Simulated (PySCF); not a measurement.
# H15MnN5 ([Mn(NH3)5]2+): the cost of one run

Programs: PySCF 2.14.0, with routines of our own; each step states its level. All values are computed. Atoms count from 0.

## (1) The system as given

21 atoms, charge 2, states of the metal's open shell are computed; geometry from: model start, shaken.

## (2) Optimising the geometry at PBE0-D3(BJ)/def2-SVP

What the job is given:

```
{"job": {"xc": "PBE0", "basis": "def2-SVP", "d3": "d3bj", "grid": 1, "maxiter": 45, "solvent": "water", "kind": "geom"}, "charge": 2, "metal": "Mn", "open_shell": "d5"}
Mn     0.000020     0.004480    -0.004110
N     -0.013360    -0.006820     2.185130
H      0.943260     0.020100     2.582950
H     -0.480490     0.823450     2.595690
H     -0.469600    -0.830060     2.589900
N      0.010430    -0.020160    -2.206860
H     -0.970880    -0.019340    -2.617960
H      0.467650     0.797090    -2.586270
H      0.473530    -0.818910    -2.628090
N      2.191920    -0.000730     0.001700
H      2.567380     0.935190    -0.014680
H      2.578200    -0.455270     0.803990
H      2.589850    -0.457910    -0.824860
N     -1.101680     1.906910     0.000960
H     -1.313540     2.244440     0.962740
H     -0.611610     2.664240    -0.469390
H     -2.011560     1.865250    -0.459750
N     -1.117990    -1.904140     0.008650
H     -1.298000    -2.233050     0.941360
H     -1.991930    -1.813670    -0.481310
H     -0.585350    -2.658300    -0.469270
```

Started as:

```bash
$ OMP_NUM_THREADS=1 python lf_run.py task.json out
```

One launch serves the whole session: the jobs run in the order shown.

Q: Estimate the wall time and peak memory of this first job on 1 thread of AMD EPYC 9R45, shared host.

About 3 min, with a peak of 1.8 GiB.
